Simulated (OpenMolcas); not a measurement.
# Tc⁴⁺ among point charges: CASSCF and CASPT2 levels and susceptibility

Aim: the splitting of the states of Tc⁴⁺ in the field of 5 point charges, its lowest levels with spin-orbit coupling and its magnetic susceptibility.

Program: OpenMolcas 26.06. Level of theory: state-averaged CASSCF and CASPT2, spin-orbit coupling by RASSI with atomic mean-field integrals. These are calculated values, not measurements, unless marked.

## (1) The system

| Quantity | Value |
| --- | --- |
| Species | Tc⁴⁺ (technetium, Z = 43, 39 electrons) |
| Basis | ANO-RCC-VDZP [6s5p3d1f], 43 functions |
| Scalar Hamiltonian | DKH2, point nucleus |
| Inactive shells | 1s 2s 2p 3s 3p 3d 4s 4p |
| Active space | 3 electrons in 5 orbitals (4d) |
| Some configurations of this space | 4d3 |
| Orbitals | optimised for each spin and parity, averaged over all roots |

Outer shells as boxes (Hund's rule):

4d3
```
4d [↑ ][↑ ][↑ ][  ][  ]
```

The ion sits among 5 point charges of -2 e arranged as a square pyramid (C4v), 2.22 Å from the ion, with the axial distance 1.909 Å.

The work runs as a chain of OpenMolcas steps in one folder; each step below is one input file. Labels, J, g values, rates, χT and fits are worked out afterwards by a script from the matrices that RASSI stores.

## (2) Basis and integrals

File a.inp:

```
&GATEWAY
Coord
1

Tc 0.0 0.0 0.0
Basis=ANO-RCC-VDZP
Group=NoSym
NoMove
AngMom=0.0 0.0 0.0
AMFI
XField
5 Angstrom 0
2.220000 0.000000 0.000000 -2.000000
0.000000 2.220000 0.000000 -2.000000
-2.220000 0.000000 0.000000 -2.000000
0.000000 -2.220000 0.000000 -2.000000
0.000000 0.000000 1.909200 -2.000000
&SEWARD
```

Launch:

```
OMP_NUM_THREADS=1 MOLCAS_MEM=1689 MOLCAS_PROJECT=a pymolcas a.inp > a.log
```

## (3) CASSCF: quartets, 10 roots

File a.inp:

```
&RASSCF
FileOrb=start.orb
Symmetry=1
Spin=4
nActEl=3 0 0
Inactive=18
Ras2=5
CIRoot=10 10 1
SDav=10
CIMx=300
Iter=120 100
PrWF=0.3
OrbListing=Nothing
MaxOrb=0
>>> COPY $Project.JobIph JOB001
```

start.orb holds the contracted functions of the basis, ordered by shell, or the orbitals of the step before.

## (4) CASSCF: doublets, 40 roots

File a.inp:

```
&RASSCF
FileOrb=start.orb
Symmetry=1
Spin=2
nActEl=3 0 0
Inactive=18
Ras2=5
CIRoot=40 40 1
SDav=40
CIMx=300
Iter=120 100
PrWF=0.3
OrbListing=Nothing
MaxOrb=0
>>> COPY $Project.JobIph JOB002
```

## (5) State interaction with spin-orbit coupling

File a.inp:

```
&RASSI
NrOfJobIphs=2 10 40
1 2 3 4 5 6 7 8 9 10
1 2 3 4 5 6 7 8 9 10 11 12 13 14 15 16 17 18 19 20 21 22 23 24 25 26 27
28 29 30 31 32 33 34 35 36 37 38 39 40
IphNames
JOB001
JOB002
EJob
SpinOrbit
DIPRint=1.0
SOCoupling=1000.0
Subsets=2
Property=9
'ANGMOM' 1 'ANGMOM' 2 'ANGMOM' 3 'MLTPL  1' 1 'MLTPL  1' 2 'MLTPL  1' 3
'AMFI' 1 'AMFI' 2 'AMFI' 3
SOProperty=3
'ANGMOM' 1 'ANGMOM' 2 'ANGMOM' 3
```

## (6) CASPT2: IPEA 0.25, imaginary shift 0.1 (closed shells correlated: 4s 4p)

File a.inp:

```
>>> COPY JOB001 $Project.JobIph
&CASPT2
Multistate=10 1 2 3 4 5 6 7 8 9 10
NoMult
Frozen=14
IPEA=0.25
Imaginary=0.1
MaxIter=60
WThr=0.0 0.3 0.05
PrWF=0.5
NoMix
>>> COPY JOB002 $Project.JobIph
&CASPT2
Multistate=40 1 2 3 4 5 6 7 8 9 10 11 12 13 14 15 16 17 18 19 20 21 22
23 24 25 26 27 28 29 30 31 32 33 34 35 36 37 38 39 40
NoMult
Frozen=14
IPEA=0.25
Imaginary=0.1
MaxIter=60
WThr=0.0 0.3 0.05
PrWF=0.5
NoMix
```

(Steps that only read results are left out.)

**Question.** What will these runs give? Wanted: spin-free ground state; first state of the same spin within the active space; lowest level; next level.

**Answer**, as computed:

```
                                            quantity                                                                        value
                                              method  SS-CASPT2, IPEA 0.25, imaginary shift 0.1 (closed shells correlated: 4s 4p)
                              spin-free ground state                                          quartet, 1-fold in its orbital part
first state of the same spin within the active space                                                         quartet at 2520 cm⁻¹
                                        lowest level                                                 2-fold, g = 1.36, 2.31, 2.31
                                          next level                                                                   253.4 cm⁻¹
                                         χT at 300 K                                                               0.71 cm³ K/mol
                           effective moment at 300 K                                                                      2.38 μB
```

Cost by method:

```tsv
method	time of its own steps	time with the reference
A. CASSCF	15 s	15 s
B. SS-CASPT2, IPEA 0.25, imaginary shift 0.1, +4s 4p	6.9 s	22 s
```

Times are of one thread on a shared host.

The spin-free ground state (quartet) comes to 100 % from free-ion F terms and keeps the highest spin of the shell. χT at 300 K is 0.71, against 1.88 cm³ K/mol for the spin alone, so spin-orbit coupling lowers it. The field of point charges can differ much from that of real complexes. This is an electrostatic model: the charges have no orbitals.
